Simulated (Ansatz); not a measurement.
Working through a comparison of norm-conserving and PAW potentials of Zn3Pd, space group I4/mmm

With Ansatz's Python interface.

The cells in order, each with its output:

In [1]:
```python
import ansatz as az
import numpy as np
```

In [2]:
```python
def count_gap(report):
    # lowest empty less highest filled band, counting bands; zero where they overlap
    return max(report.get("gap_by_band_count_ev") or 0.0, 0.0)
```

In [3]:
```python
zn3pd = (
    az.Lattice.of((-1.855326, 1.855326, 4.042979), (1.855326, -1.855326, 4.042979), (1.855326, 1.855326, -4.042979))
    .atom("Zn", (0.75, 0.25, 0.5))
    .atom("Zn", (0.25, 0.75, 0.5))
    .atom("Zn", (0.5, 0.5, 0.0))
    .atom("Pd", (0.0, 0.0, 0.0))
)
```

In [4]:
```python
setup = (
    zn3pd.calculation()
    .occupations("cold")  # the run then minimises F = E - TS
    .functional("pbesol")
    .kpoints(8, 8, 8)  # sampling of the Brillouin zone
    .stress()  # positive in compression
    .forces()  # eV per angstrom
    .band_table()  # levels at the mesh points
)
variants = {
    "PAW": setup.pseudopotentials("paw"),
    "norm-conserving": setup.pseudopotentials("nc"),
}
# totals differ by the cores that each treatment holds, so compare what does not depend on them
rows = []
for label, variant in variants.items():
    r = variant.run(threads=1, pin="off").report
    levels = np.array(r["eigenvalues_ev"][0]) - r["fermi_energy_ev"]
    print(label, "levels at the first k-point near E_F:", np.round(levels[np.abs(levels) < 5], 3))
    rows.append((label, r["n_electrons"], np.trace(r["stress_gpa"]) / 3, float(np.abs(r["forces_ev_ang"]).max()), count_gap(r)))
print("     treatment  electrons in bands           P GPa  max force component eV/A  gap by band count eV")
for row in rows:
    print(f"{str(row[0]):>14s}  {row[1]:18.1f}  {row[2]:14.3f}  {row[3]:24.4f}  {row[4]:20.3f}")
```
```text
DeckWarning: basis.ecutwfc = 420 eV, auto-derived from the records' recommended cutoffs: set by Zn (normal level)
PAW levels at the first k-point near E_F: [-3.621 -3.432 -3.258 -3.258 -2.386 -1.152  3.289  4.068  4.068  4.142
  4.142  4.371]
DeckWarning: basis.ecutwfc = 1142.878222 eV, auto-derived from the records' recommended cutoffs: set by Zn (normal level)
norm-conserving levels at the first k-point near E_F: [-3.616 -3.427 -3.256 -3.256 -2.384 -1.152  3.286  4.066  4.066  4.146
  4.146  4.374]
     treatment  electrons in bands           P GPa  max force component eV/A  gap by band count eV
           PAW                54.0          -2.384                    0.0000                 0.000
norm-conserving                78.0          -2.561                    0.0000                 0.000
```

PAW gives -2.384 GPa and norm-conserving -2.561 GPa, 0.18 GPa apart. They took 10.0 and 43.9 s of processor time.

Reading the output:
- The run is spin-unpolarised.
- The computed bands are complete only to about 5.8 eV above the Fermi level.
- The mesh is modest for a metal, so energies can be off by several to tens of meV an atom and pressures by half a GPa or more; differences at equal mesh fare better.
- A gap by band count of zero or less means overlapping bands, a metal.
- This cell is a computed structure, which may not be the phase found in nature.
- Levels are Kohn-Sham eigenvalues on this mesh, without spin-orbit coupling.
- Warnings are shown shortened and without file and line.
- Stress is positive in compression.
- It ran for 56 s on 1 thread of Intel(R) Xeon(R) Processor @ 2.70GHz, with other jobs on the host, peak memory 0.77 GiB.
